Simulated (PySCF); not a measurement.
# CH5B2Br: the cost of one run

Computed with PySCF 2.14.0, with density-fitted response routines of our own, on a single molecule in the gas phase. Atoms count from 0, in the outputs and in this text.

## (1) The starting structure

9 atoms, charge 0, multiplicity 1; geometry from: GFN2-xTB. The atoms were then displaced at random by about 0.01 Å, so the start is not that level's minimum.

Bonds of the start (Å): B0–C1 1.54, C1–B2 1.55, B2–Br3 1.90, B0–H4 1.19, B0–H5 1.18, C1–H6 1.09, C1–H7 1.07, B2–H8 1.20.

## (2) Relaxing the molecule at PBE0-D3(BJ)/def2-SVP

The job: settings as JSON, then the geometry in Å.

```
{"job": {"xc": "PBE0", "basis": "def2-SVP", "d3": "d3bj", "grid": 1, "shake": 0.01, "kind": "geom"}, "charge": 0, "multiplicity": 1}
B     -1.169600     0.525100    -0.080450
C     -0.168670    -0.641740    -0.221000
B      1.158760    -0.104750     0.384790
Br     2.420920     0.845500    -0.667600
H     -1.302930     1.322480    -0.960080
H     -1.806960     0.685730     0.899670
H     -0.024840    -0.907840    -1.268220
H     -0.494820    -1.501130     0.333860
H      1.445950    -0.240490     1.545290
```

The run is started by

```console
$ OMP_NUM_THREADS=1 python probes_run.py task.json out
```

This one command runs all jobs of the session in turn.

Q: Estimate the wall time and peak memory of this first job on 1 thread of Arm Neoverse V2, shared host.

About 33 s, with a peak of 0.4 GiB.
